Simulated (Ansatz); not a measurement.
# HfSn3O8: the band gap up the ladder of functionals

The task here is to estimate one member of a computed series from the others.

Program: Ansatz 0.2.0. PAW datasets, plane waves. No spin polarisation. The prototype was imposed, so other structures may be more stable.

## The system as given

The cell was relaxed beforehand with r2SCAN.

Space group Pmm2 (No. 25), orthorhombic; conventional cell a = 3.517 Å, b = 7.206 Å, c = 5.382 Å, 11.37 Å³ an atom. Near Sn stand 4 O at 2.02–2.04 Å; near Hf stand 4 O at 2.00–2.06 Å; near O stand 2 Sn at 2.04 Å; near O stand 1 Sn at 2.01 Å and 1 Hf at 2.06 Å; near O stand 2 Sn at 2.02 Å.

Coordinates:

```cif
data_structure
_symmetry_space_group_name_H-M 'Pmm2'
_symmetry_Int_Tables_number 25
_cell_length_a 3.5174
_cell_length_b 7.2056
_cell_length_c 5.3821
_cell_angle_alpha 90.000
_cell_angle_beta 90.000
_cell_angle_gamma 90.000
_cell_volume 136.41
loop_
_atom_site_label
_atom_site_type_symbol
_atom_site_symmetry_multiplicity
_atom_site_Wyckoff_symbol
_atom_site_fract_x
_atom_site_fract_y
_atom_site_fract_z
_atom_site_occupancy
Sn1 Sn 2 h 0.50000 0.24814 0.49540 1
Hf1 Hf 1 a 0.00000 0.00000 0.99606 1
O1 O 1 c 0.50000 0.00000 0.31238 1
O2 O 2 g 0.00000 0.25116 0.17966 1
O3 O 2 g 0.00000 0.24126 0.68022 1
O4 O 1 c 0.50000 0.00000 0.81774 1
Sn2 Sn 1 b 0.00000 0.50000 0.01135 1
O5 O 1 d 0.50000 0.50000 0.32672 1
O6 O 1 d 0.50000 0.50000 0.82520 1
```

The first run:

Input file input.yaml:

```yaml
crystal:
  lattice:
    - [3.517422313, 0.0, 0.0]
    - [0.0, 7.2055622717, 0.0]
    - [0.0, 0.0, 5.3820902242]
  atoms:
    - { symbol: Sn, position: [0.5, 0.2481428127, 0.4953964911] }
    - { symbol: Hf, position: [0.0, 0.0, -0.0039358422] }
    - { symbol: O, position: [0.5, 0.0, 0.3123783929] }
    - { symbol: O, position: [0.0, 0.2511576474, 0.1796587958] }
    - { symbol: O, position: [0.0, 0.2412640109, 0.6802209278] }
    - { symbol: O, position: [0.5, 0.0, 0.8177351767] }
    - { symbol: Sn, position: [0.5, 0.7518571873, 0.4953964911] }
    - { symbol: Sn, position: [0.0, 0.5, 0.0113460479] }
    - { symbol: O, position: [0.5, 0.5, 0.326724265] }
    - { symbol: O, position: [0.0, 0.7488423526, 0.1796587958] }
    - { symbol: O, position: [0.0, 0.7587359891, 0.6802209278] }
    - { symbol: O, position: [0.5, 0.5, 0.8251995302] }
kpoints:
  mp_grid: { grid: [8, 4, 6] }
  band_path:
    path:
      - [[0.0, 0.0, 0.0], [0.5, 1.749778890215e-33, 4.220951543339e-34], [0.5, 0.5, -1.282317661238e-18], [-1.187766579971e-50, 0.5, -1.282317661238e-18], [0.0, 0.0, 0.0], [4.940018257376e-51, 1.964622690312e-35, 0.5], [0.5, 1.736165342812e-33, 0.5], [0.5, 0.5, 0.5], [4.940018257376e-51, 0.5, 0.5], [4.940018257376e-51, 1.964622690312e-35, 0.5]]
      - [[0.5, 1.749778890215e-33, 4.220951543339e-34], [0.5, 1.736165342812e-33, 0.5]]
      - [[-1.187766579971e-50, 0.5, -1.282317661238e-18], [4.940018257376e-51, 0.5, 0.5]]
      - [[0.5, 0.5, -1.282317661238e-18], [0.5, 0.5, 0.5]]
    npoints: 10
hamiltonian:
  xc: pbe
scf:
  occupations: { method: fermi_dirac, width: 0.02 }
  n_extra_bands: 7
output:
  forces: true
  stress: true
  eigenvalues: true
```

Among the steps run: PBE bands along the symmetry lines; r2SCAN; Single point with HSE06; PBE+SOC; PBE0 at the same geometry.

One table of the session follows, with a row left open; its other results are not shown here.

```
  level  gap (eV)
    PBE      1.80
 r2SCAN         ?
  HSE06      3.25
PBE+SOC      1.81
   PBE0      3.97
```

**Question.** Estimate the row for r2SCAN.

As computed: gap (eV): 2.37. In the column «gap (eV)» it lies between PBE+SOC (1.81) and HSE06 (3.25).

Meshes: PBE 8×4×6, r2SCAN 8×4×6, HSE06 4×2×4, PBE+SOC 8×4×6, PBE0 4×2×4

The gap runs from 1.80 eV (PBE) to 3.97 eV (PBE0). PBE reaches 55 % of the HSE06 value, and r2SCAN 73 %. PBE0 lies 0.72 eV above HSE06, which differs from it by screening the long-range exchange.

Caveats from the session: Warnings in the runs' records: stress exchange threshold loose, stress scf threshold loose.
